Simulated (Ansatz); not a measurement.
The system is Cu2IBr.

```
I Br Cu
1.0
     1.96853    1.13653    6.38762
    -1.96853    1.13653    6.38762
     0.00000   -2.27306    6.38762
I Br Cu
1 1 2
Direct
  0.00000 0.00000 0.00000
  0.50000 0.50000 0.50000
  0.24903 0.24903 0.24903
  0.75097 0.75097 0.75097
```

The cell comes from a database or a generator and needn't be the stable form of this composition.

```yaml
Program: Ansatz 0.2.0
Task: relaxation of cell and atoms
Functional: PBEsol
Dispersion: D3(BJ)-ATM
Potentials_or_basis: Ansatz PAW
Cutoff: "420 eV (not typed: the program's choice for these potentials)"
k_mesh: 8 × 8 × 8
Occupations: fermi-dirac, width 0.05 eV
Spin: no spin polarisation
```

At the start: volume 21.44 Å³/atom.

Task: How do energy, volume and symmetry change on relaxing?

Result: It ends after 6 steps and the volume is 19.33 Å³/atom (-9.8 %); space group R-3m (No. 166, to 0.05 Å).

The path:
```csv
step,energy change (eV),largest force (eV/Å),volume (Å³)
1,0.0000,0.0115,85.75
2,-0.1356,0.2062,74.67
3,-0.1636,0.0482,78.03
4,-0.1657,0.0272,77.45
5,-0.1660,0.0009,77.31
6,-0.1623,0.0008,77.31
```

Final structure:
```
I Br Cu
1.0
     1.90764    1.10138    6.13231
    -1.90764    1.10138    6.13231
     0.00000   -2.20275    6.13231
I Br Cu
1 1 2
Direct
  0.00000 0.00000 0.00000
  0.50000 0.50000 0.50000
  0.24704 0.24704 0.24704
  0.75296 0.75296 0.75296
```

Caveat: the plane-wave basis is chosen anew once the cell has moved, so the energies of steps on either side of that aren't comparable; the run has no spin polarisation, though such a crystal can be magnetic; pairwise dispersion overbinds metals, which lowers pressure and volume; the PAW data sets come from PBE, with cores solved anew for the run's functional, which leaves a small shift of forces and pressure.
